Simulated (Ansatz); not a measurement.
# MgTlF: the cost of one run

Method: DFT PBE, scalar-relativistic, plane waves, PAW, in Ansatz 0.2.0.

2 further runs of the same task are left out: 1 that didn't finish, 1 set aside as unsound or not needed.

## Step 1: The system as given

Symmetry: P4/nmm, No. 129, tetragonal system. The conventional cell has a = 4.131 Å, b = 4.131 Å, c = 5.842 Å, α = 90.00°, β = 90.00°, γ = 90.00°. Around Mg (site symmetry -4m2) lie 4 F at 2.53 Å. Tl (site symmetry -4m2) has 4 F at 2.53 Å as nearest neighbours. F (site symmetry 4mm) has 4 Mg at 2.53 Å and 4 Tl at 2.53 Å as nearest neighbours.

Coordinates:

```xyz
6
Lattice="4.1312 0.0000 0.0000 0.0000 4.1312 0.0000 0.0000 0.0000 5.8424" Properties=species:S:1:pos:R:3 pbc="T T T"
Mg    2.0656    2.0656    2.9212
Mg    0.0000    0.0000    2.9212
Tl    0.0000    0.0000    0.0000
Tl    2.0656    2.0656    0.0000
F     2.0656    0.0000    4.3818
F     0.0000    2.0656    1.4606
```

A structure generator made this guess: ordered mixture on the cation sites of antifluorite (P4/nmm, No. 129). Lengths come from tabulated atomic sizes and are only a guess.

## Step 2: Probe: one point on a coarse mesh

input.yaml

```yaml
crystal:
  lattice:
    - [4.13119308, 0.0, 0.0]
    - [0.0, 4.13119308, 0.0]
    - [0.0, 0.0, 5.84238929]
  atoms:
    - { symbol: Mg, position: [0.5, 0.5, 0.5] }
    - { symbol: Mg, position: [0.0, 0.0, 0.5] }
    - { symbol: Tl, position: [0.0, 0.0, 0.0] }
    - { symbol: Tl, position: [0.5, 0.5, 0.0] }
    - { symbol: F, position: [0.5, 0.0, 0.75] }
    - { symbol: F, position: [0.0, 0.5, 0.25] }
basis:
  ecutwfc: 420
kpoints:
  mp_grid: { grid: [4, 4, 4] }
hamiltonian:
  xc: pbe
scf:
  occupations: { method: gaussian, width: 0.1 }
  lower_state_search: "off"
output:
  forces: true
  stress: true
  eigenvalues: true
```

Command:

```
$ ansatz run input.yaml --threads 1 --pin off --max-ram 2048MiB --backend cpu --events-out ev --progress --plain --runs-dir out
```

Q: Estimate wall time and peak memory on 1 thread of Arm Neoverse V2, shared host.

About 3 s, with a peak of 0.35 GiB.
